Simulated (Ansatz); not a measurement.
# doublet CH2FNSi−: levels of theory compared

Aim: a comparison of 6 runs (UHF/STO-3G, UB3LYP/6-31G*, UB3LYP/6-311+G**, UBHLYP/6-311+G**, UPBE0/6-311+G**, USVWN5/6-311+G**) of doublet CH2FNSi−. 

The results are computed with Ansatz 0.2.0.

93 further runs of the same task are left out: 93 set aside as unsound or not needed.

## Step 1: The molecule

CH2FNSi−: 6 atoms, total charge -1, spin state doublet. SMILES of the parent species: `FC1=N[SiH2]1`. The shape is that of a PBE0-D4/def2-TZVP optimisation. That shape belongs to the parent species and isn't relaxed for this state.

Bond lengths: F1–C2 1.313 Å, C2–N3 1.261 Å, C2–Si4 1.766 Å, N3–Si4 1.801 Å, Si4–H5 1.477 Å, Si4–H6 1.477 Å. Angles: F1–C2–N3 128.8°, F1–C2–Si4 160.4°, N3–C2–Si4 70.8°, C2–N3–Si4 67.8°, C2–Si4–N3 41.4°, C2–Si4–H5 122.2°, C2–Si4–H6 122.2°, N3–Si4–H5 118.8°, N3–Si4–H6 118.8°, H5–Si4–H6 113.7°.

## Step 2: The energy at UHF/STO-3G (run 1)

in.yaml

```yaml
basis:
  gaussian: {orbitals: STO-3G}
crystal:
  periodic: [false, false, false]
  atoms:
    - {symbol: F, position_ang: [1.423100, -1.608300, 0.851500]}
    - {symbol: C, position_ang: [0.513000, -0.815400, 0.333600]}
    - {symbol: N, position_ang: [-0.624100, -1.110900, -0.124500]}
    - {symbol: Si, position_ang: [-0.284400, 0.654600, -0.233900]}
    - {symbol: H, position_ang: [0.001700, 1.243400, -1.557500]}
    - {symbol: H, position_ang: [-0.987300, 1.572700, 0.684600]}
total_charge: -1
magnetization: {spin_polarized: true, initial_magnetization: 1}
hamiltonian: {xc: hf}
accuracy: high
output: {orbitals: {seedname: orbitals}}
```

Launch:

```bash
ansatz run in.yaml --threads 1 --pin off --max-ram 3480MiB --events-out events.jsonl --progress --plain --runs-dir runs
```

Log:

```text
Warning: RAYON_NUM_THREADS=1 ignored (pool sized by the plan → 1); use --threads N
Functional definition: HF
  name "HF"
  exchange = exact_x
  correlation = 0
511 factors; integrals over basis functions are off by at most 3.1e-8 eV
mean field evaluation 1: about -12937.7967 eV, gradient 2.1e1 eV
mean field evaluation 2: about -12937.9466 eV, gradient 2.1e1 eV
mean field evaluation 4: about -12941.3286 eV, gradient 1.9e0 eV
mean field evaluation 8: about -12941.4129 eV, gradient 1.9e-1 eV
mean field evaluation 16: about -12941.4142 eV, gradient 2.3e-8 eV
mean field evaluation 32: about -12940.1668 eV, gradient 9.9e-1 eV
mean field evaluation 64: about -12941.2253 eV, gradient 6.8e-1 eV
mean field -12941.41422173 eV, -475.5882006429 hartree, gradient 2.3e-8 eV, S^2 0.809964; 0 other end points of the search recorded, 0 dependent functions left out
reference -12941.41422173 eV, -475.5882006429 hartree; 20, 19 occupied and 6, 7 virtual orbitals, 511 factors
Total energy: -12941.41422173 eV, -475.5882006429 hartree
```

Run time: 0.34 s. Hardware: 1 thread of Arm Neoverse V1, shared host.

## Step 3: The energy at UB3LYP/6-31G(d) (Cartesian functions) (run 2)

input.yaml

```yaml
crystal:
  periodic: [false, false, false]
  atoms:
    - symbol: F
      position_ang: [1.423100, -1.608300, 0.851500]
    - symbol: C
      position_ang: [0.513000, -0.815400, 0.333600]
    - symbol: "N"
      position_ang: [-0.624100, -1.110900, -0.124500]
    - symbol: Si
      position_ang: [-0.284400, 0.654600, -0.233900]
    - symbol: H
      position_ang: [0.001700, 1.243400, -1.557500]
    - symbol: H
      position_ang: [-0.987300, 1.572700, 0.684600]
basis:
  gaussian:
    orbitals: "6-31G*"
total_charge: -1
magnetization:
  spin_polarized: true
  initial_magnetization: 1
hamiltonian:
  xc: {name: B3LYP}
accuracy: high
output: {orbitals: {seedname: orbitals}}
```

Launch:

```bash
ansatz run input.yaml --threads 1 --pin off --max-ram 3480MiB --events-out events.jsonl --progress --plain --runs-dir runs
```

Log:

```text
Warning: RAYON_NUM_THREADS=1 ignored (pool sized by the plan → 1); use --threads N
Functional definition: B3LYP
  name "B3LYP"
  parameter a0 = 0.2
  parameter ax = 0.72
  parameter ac = 0.81
  exchange = (1 - a0 - ax)*slater_x + ax*b88_x + a0*exact_x
  correlation = (1 - ac)*vwn_rpa_c + ac*lyp_c
1464 factors; integrals over basis functions are off by at most 3.4e-9 eV
mean field evaluation 1: about -13144.9834 eV, gradient 3.7e1 eV
mean field evaluation 2: about -13121.7825 eV, gradient 8.4e1 eV
mean field evaluation 4: about -13150.4098 eV, gradient 7.2e0 eV
mean field evaluation 8: about -13150.6932 eV, gradient 2.8e-1 eV
mean field evaluation 16: about -13150.6937 eV, gradient 5.3e-4 eV
mean field evaluation 32: about -13149.8238 eV, gradient 6.5e0 eV
mean field -13150.69367898 eV, -483.2790788423 hartree, gradient 5.0e-8 eV, S^2 0.752584; 2 other end points of the search recorded, 0 dependent functions left out
reference -13150.69371356 eV, -483.2790801128 hartree; 20, 19 occupied and 48, 49 virtual orbitals, 1464 factors
Total energy: -13150.69371356 eV, -483.2790801128 hartree
```

Run time: 9.6 s. Hardware: 1 thread of Arm Neoverse V1, shared host; peak memory 0.27 GiB.

Runs 3 to 5 aren't shown in full; the table further down has their settings and results.

## Step 4: The energy at USVWN5/6-311+G(d,p) (run 6)

in.yaml

```yaml
crystal:
  periodic: [false, false, false]
  atoms:
    - {symbol: F, position_ang: [1.423100, -1.608300, 0.851500]}
    - {symbol: C, position_ang: [0.513000, -0.815400, 0.333600]}
    - {symbol: "N", position_ang: [-0.624100, -1.110900, -0.124500]}
    - {symbol: Si, position_ang: [-0.284400, 0.654600, -0.233900]}
    - {symbol: H, position_ang: [0.001700, 1.243400, -1.557500]}
    - {symbol: H, position_ang: [-0.987300, 1.572700, 0.684600]}
basis:
  gaussian:
    orbitals: 6-311+G_st__st_-spherical.json
total_charge: -1
magnetization:
  spin_polarized: true
  initial_magnetization: 1
hamiltonian:
  xc: {name: SVWN5}
accuracy: high
output:
  orbitals: {seedname: orbitals}
```

The basis set 6-311+G** is read from a file made from the Basis Set Exchange's data (not shown).

Launch:

```bash
ansatz run in.yaml --threads 1 --pin off --max-ram 3480MiB --events-out events.jsonl --progress --plain --runs-dir runs
```

Log:

```text
Warning: RAYON_NUM_THREADS=1 ignored (pool sized by the plan → 1); use --threads N
Functional definition: SVWN5
  name "SVWN5"
  exchange = slater_x
  correlation = vwn5_c
1947 factors; integrals over basis functions are off by at most 3.8e-9 eV
mean field evaluation 1: about -13072.5580 eV, gradient 5.4e1 eV
mean field evaluation 2: about -12979.4375 eV, gradient 1.4e2 eV
mean field evaluation 4: about -13080.2774 eV, gradient 2.9e1 eV
mean field evaluation 8: about -13083.7204 eV, gradient 1.6e-1 eV
mean field evaluation 16: about -13083.7170 eV, gradient 1.7e-4 eV
mean field evaluation 32: about -13083.3233 eV, gradient 2.7e0 eV
mean field -13083.71702721 eV, -480.8177322882 hartree, gradient 3.8e-8 eV, S^2 0.750715; 10 other end points of the search recorded, 0 dependent functions left out
reference -13083.71703039 eV, -480.8177324048 hartree; 20, 19 occupied and 88, 89 virtual orbitals, 1947 factors
Total energy: -13083.71703039 eV, -480.8177324048 hartree
```

Run time: 9.9 s. Hardware: 1 thread of Arm Neoverse V1, shared host; peak memory 0.32 GiB.

## Step 5: All runs side by side

| run | level | Cartesian functions | energy (Eh) | HOMO energy (eV) | LUMO energy (eV) | ⟨S²⟩ | wall time |
| --- | --- | --- | --- | --- | --- | --- | --- |
| 1 | UHF/STO-3G | no | -475.588201 | 5.45 | 17.23 | 0.810 | 0.34 s |
| 2 | UB3LYP/6-31G* (Cartesian functions) | yes | -483.279080 | 3.47 | 5.64 | 0.753 | 9.6 s |
| 3 | UB3LYP/6-311+G** | no | -483.404902 | 1.91 | 3.28 | 0.752 | 30 s |
| 4 | UBHLYP/6-311+G** | no | -483.278474 | 1.42 | 3.86 | 0.752 | 27 s |
| 5 | UPBE0/6-311+G** | no | -483.055356 | 1.77 | 3.38 | 0.752 | 30 s |
| 6 | USVWN5/6-311+G** | no | -480.817732 | 2.25 | 2.76 | 0.751 | 9.9 s |

## Step 6: What came out

| quantity | value |
| --- | --- |
| run 6: total energy | -480.81773 Eh |
| run 6: HOMO energy (highest over α and β) | 2.25 eV |
| run 6: LUMO energy (lowest over α and β) | 2.76 eV |
| run 6: ⟨S²⟩ | 0.751 |

Totals of different functionals can't be ranked against each other. In runs 1, 2, 3, 4, 5, 6 the HOMO lies above zero, so the outermost electron may be held by the basis alone. In run 1 the basis is minimal, so the values are rough. All runs together took 1.8 min, the longest 30 s.
